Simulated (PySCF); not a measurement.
# Ge3H9P ((GeH3)3P): the cost of one run

Programs: PySCF 2.14.0, with density-fitted response routines of our own. Each step states its level of theory. These are calculated values for one molecule in the gas phase, unless marked as measured. Atoms count from 0, in the outputs and in this text.

## (1) The starting structure

13 atoms, charge 0, multiplicity 1; geometry from: GFN2-xTB. The atoms were then displaced at random by about 0.01 Å, so the start is not that level's minimum.

Bonds of the start (Å): Ge0–P1 2.33, P1–Ge2 2.30, P1–Ge3 2.27, Ge0–H4 1.49, Ge0–H5 1.47, Ge0–H6 1.51, Ge2–H7 1.51, Ge2–H8 1.52, Ge2–H9 1.48, Ge3–H10 1.54, Ge3–H11 1.52, Ge3–H12 1.49.

## (2) Optimising the geometry at PBE0-D3(BJ)/def2-TZVP

What the job is given:

```
{"job": {"xc": "PBE0", "basis": "def2-TZVP", "d3": "d3bj", "grid": 2, "shake": 0.01, "kind": "geom"}, "charge": 0, "multiplicity": 1}
Ge     1.864130    -0.711840    -0.099800
P      0.064490     0.211500    -1.261300
Ge    -0.334790     1.930190     0.215420
Ge    -1.482530    -1.199140    -0.385930
H      1.648740    -0.905620     1.364740
H      2.198470    -2.020970    -0.685620
H      3.062280     0.191610    -0.253310
H     -0.361860     1.569700     1.678840
H      0.760060     2.978000     0.113090
H     -1.620210     2.603670    -0.090800
H     -2.899690    -0.721230    -0.739750
H     -1.505200    -1.380230     1.120220
H     -1.388070    -2.562540    -0.986140
```

Command:

```bash
$ OMP_NUM_THREADS=2 python probes_run.py task.json out
```

The driver reads the jobs from task.json and runs them one after another.

Q: Estimate the wall time and peak memory of this first job on 2 threads of Intel Xeon at 2.50GHz, shared host.

About 6.5 min, with a peak of 1.4 GiB.
